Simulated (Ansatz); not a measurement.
# TiAl15N16: the cost of one run

Method: DFT, PBE, plane-wave PAW, default files, scalar-relativistic, as far as a step names no other, in Ansatz 0.2.0.

The COD entry's cell or inner coordinates are ideal or old and differ from later refinements, so a difference from it is no clean test against experiment.

**1. The structure to begin with**

It takes space group P3m1 (No. 156, trigonal). The conventional cell has a = 6.226 Å, b = 6.226 Å, c = 9.962 Å, α = 90.00°, β = 90.00°, γ = 120.00°. Around Ti (site symmetry 3m) lie 4 N at 1.77 to 1.94 Å. Al (site symmetry 3m) is surrounded by 4 N at 1.89 Å. Al (site symmetry m) is surrounded by 4 N at 1.89 Å. Only part of the 16 independent sites is listed.

Coordinates:

```cif
data_structure
_symmetry_space_group_name_H-M 'P 1'
_symmetry_Int_Tables_number 1
_cell_length_a 6.2260
_cell_length_b 6.2260
_cell_length_c 9.9620
_cell_angle_alpha 90.000
_cell_angle_beta 90.000
_cell_angle_gamma 120.000
_cell_volume 334.42
loop_
_atom_site_label
_atom_site_type_symbol
_atom_site_fract_x
_atom_site_fract_y
_atom_site_fract_z
_atom_site_occupancy
Ti1 Ti 0.16667 0.33333 0.01205 1
Al1 Al 0.16667 0.33333 0.50000 1
Al2 Al 0.16667 0.83333 0.00000 1
Al3 Al 0.16667 0.83333 0.50000 1
Al4 Al 0.66667 0.33333 0.00000 1
Al5 Al 0.66667 0.33333 0.50000 1
Al6 Al 0.66667 0.83333 0.00000 1
Al7 Al 0.66667 0.83333 0.50000 1
Al8 Al 0.33333 0.16667 0.25000 1
Al9 Al 0.33333 0.16667 0.75000 1
Al10 Al 0.33333 0.66667 0.25000 1
Al11 Al 0.33333 0.66667 0.75000 1
Al12 Al 0.83333 0.16667 0.25000 1
Al13 Al 0.83333 0.16667 0.75000 1
Al14 Al 0.83333 0.66667 0.25000 1
Al15 Al 0.83333 0.66667 0.75000 1
N1 N 0.16667 0.33333 0.19000 1
N2 N 0.16667 0.33333 0.69000 1
N3 N 0.16667 0.83333 0.19000 1
N4 N 0.16667 0.83333 0.69000 1
N5 N 0.66667 0.33333 0.19000 1
N6 N 0.66667 0.33333 0.69000 1
N7 N 0.66667 0.83333 0.19000 1
N8 N 0.66667 0.83333 0.69000 1
N9 N 0.33333 0.16667 0.44000 1
N10 N 0.33333 0.16667 0.94000 1
N11 N 0.33333 0.66667 0.44000 1
N12 N 0.33333 0.66667 0.94000 1
N13 N 0.83333 0.16667 0.44000 1
N14 N 0.83333 0.16667 0.94000 1
N15 N 0.83333 0.66667 0.44000 1
N16 N 0.83333 0.66667 0.94000 1
```

Atom 1 of the input is the impurity.

**2. Relaxing the atoms in the given cell**

input.yaml reads:

```yaml
crystal:
  lattice:
    - [6.226, 0.0, 0.0]
    - [-3.113, 5.391874164, 0.0]
    - [0.0, 0.0, 9.962]
  atoms:
    - { symbol: Ti, position: [0.1666666666, 0.3333333334, 0.0120457739], spin: 1.0 }
    - { symbol: Al, position: [0.1666666666, 0.3333333334, 0.5] }
    - { symbol: Al, position: [0.1666666666, 0.8333333334, 0.0] }
    - { symbol: Al, position: [0.1666666666, 0.8333333334, 0.5] }
    - { symbol: Al, position: [0.6666666666, 0.3333333334, 0.0] }
    - { symbol: Al, position: [0.6666666666, 0.3333333334, 0.5] }
    - { symbol: Al, position: [0.6666666666, 0.8333333334, 0.0] }
    - { symbol: Al, position: [0.6666666666, 0.8333333334, 0.5] }
    - { symbol: Al, position: [0.3333333334, 0.1666666666, 0.25] }
    - { symbol: Al, position: [0.3333333334, 0.1666666666, 0.75] }
    - { symbol: Al, position: [0.3333333334, 0.6666666666, 0.25] }
    - { symbol: Al, position: [0.3333333334, 0.6666666666, 0.75] }
    - { symbol: Al, position: [0.8333333334, 0.1666666666, 0.25] }
    - { symbol: Al, position: [0.8333333334, 0.1666666666, 0.75] }
    - { symbol: Al, position: [0.8333333334, 0.6666666666, 0.25] }
    - { symbol: Al, position: [0.8333333334, 0.6666666666, 0.75] }
    - { symbol: "N", position: [0.1666666666, 0.3333333334, 0.19] }
    - { symbol: "N", position: [0.1666666666, 0.3333333334, 0.69] }
    - { symbol: "N", position: [0.1666666666, 0.8333333334, 0.19] }
    - { symbol: "N", position: [0.1666666666, 0.8333333334, 0.69] }
    - { symbol: "N", position: [0.6666666666, 0.3333333334, 0.19] }
    - { symbol: "N", position: [0.6666666666, 0.3333333334, 0.69] }
    - { symbol: "N", position: [0.6666666666, 0.8333333334, 0.19] }
    - { symbol: "N", position: [0.6666666666, 0.8333333334, 0.69] }
    - { symbol: "N", position: [0.3333333334, 0.1666666666, 0.44] }
    - { symbol: "N", position: [0.3333333334, 0.1666666666, 0.94] }
    - { symbol: "N", position: [0.3333333334, 0.6666666666, 0.44] }
    - { symbol: "N", position: [0.3333333334, 0.6666666666, 0.94] }
    - { symbol: "N", position: [0.8333333334, 0.1666666666, 0.44] }
    - { symbol: "N", position: [0.8333333334, 0.1666666666, 0.94] }
    - { symbol: "N", position: [0.8333333334, 0.6666666666, 0.44] }
    - { symbol: "N", position: [0.8333333334, 0.6666666666, 0.94] }
magnetization:
  spin_polarized: true
kpoints:
  mp_grid: { grid: [4, 4, 2] }
scf:
  occupations: { method: fermi_dirac, width: 0.01 }
hamiltonian:
  xc: pbe
  pseudopotentials: { kind: paw }
output:
  forces: true
  stress: true
  populations: true
  efg:
    quadrupole_moments_barn: { Ti: 0.247, Al: 0.1466, "N": 0.02044 }
    contact_densities: true
relax:
  f_tol: 0.03
  max_steps: 40
```

The run is started by

```
$ ansatz run input.yaml --threads 4 --pin off --max-ram 8192MiB --backend cpu --events-out ev --progress --plain --runs-dir out
```

Q: Estimate wall time and peak memory on 4 threads of Intel Xeon 6975P-C (Granite Rapids), shared host.

About 36 s, with a peak of 1.4 GiB.
